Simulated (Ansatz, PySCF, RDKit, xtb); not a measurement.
**Solving CH7BGe, step by step**

Task: start from the formula CH7BGe, draw up candidate structures, narrow them down in stages, and characterise the one that lies lowest at 298.15 K.

Plan: many cheap relaxations first (GFN2-xTB), then density-functional screening, relaxation at r2SCAN-D4/def2-SVP, vibrations and a final energy. The numbers are computed, not measured.

7 further runs of the same task are left out: 7 set aside as unsound or not needed.

**1. Drawing up candidates**

A program enumerates the bonding patterns with one Lewis structure each (two rings at most, one unusual centre or charged pair), with their diastereomers. O–O, O–halogen and N–halogen bonds and N–N–N chains are not drawn. That gives 7 candidates.

```csv
label,SMILES,spin
c087,C[BH2-][GeH2+],singlet
c165,[BH3-][GeH+][CH3],singlet
c391,B[CH2][GeH3],singlet
c643,[BH2][GeH2][CH3],singlet
c659,[BH3-][CH+][GeH3],singlet
c948,C[BH][GeH3],singlet
c993,[CH2+][BH2-][GeH3],singlet
```

Candidates are built by distance geometry, with a force field where one applies, in up to four conformers (letters a to d). 2 starts with atoms placed at random are added, to find patterns that the rules miss.

Q: Predict the outcome of this search (final energies at CCSD(T)/def2-TZVP).

| quantity | value |
| --- | --- |
| lowest structure found | B[CH2][GeH3], singlet, Cs |
| next finalist | C[BH][GeH3], singlet, 2.4 kcal/mol higher in G |
| share at equilibrium, among the finalists | 98.2 % |
| harmonic wavenumbers, lowest and highest (r2SCAN-D4/def2-SVP) | 59 and 3145 cm⁻¹ |
| rotational constants, same geometry | 0.6666, 0.141, 0.1289 cm⁻¹ |
| dipole moment (PBE0/def2-TZVPD) | 1.05 D |
| HOMO energy (PBE0/def2-TZVPD) | -8.79 eV |
| LUMO energy (PBE0/def2-TZVPD) | -1.31 eV |
| HOMO–LUMO gap (PBE0/def2-TZVPD) | 7.48 eV |
| lowest excitation (TD-PBE0/def2-SVPD) | 5.85 eV (f = 0.001) |
| strongest of the states computed, same level | 7.78 eV (f = 0.192) |
| lowest triplet excitation, same level, Tamm-Dancoff | 5.16 eV |
| vertical ionisation energy | 10.84 eV |
| vertical electron affinity | -0.29 eV (unbound: the value depends on the basis) |
| vertical triplet less singlet | +5.25 eV |

The search ends on `B[CH2][GeH3]`. The margin, 2.4 kcal/mol, is modest. r2SCAN-D4/def2-SVP, relaxed, HF/def2-TZVP and MP2/def2-TZVP already put its bonding pattern lowest among the structures in one piece. The search is not exhaustive (a finite list of starts, one conformer a finalist), so a lower isomer can't be ruled out. Patterns outside the rules of the enumeration were met only by chance. The lowest isomer need not be the one that is made and kept in a bottle, which depends on barriers.
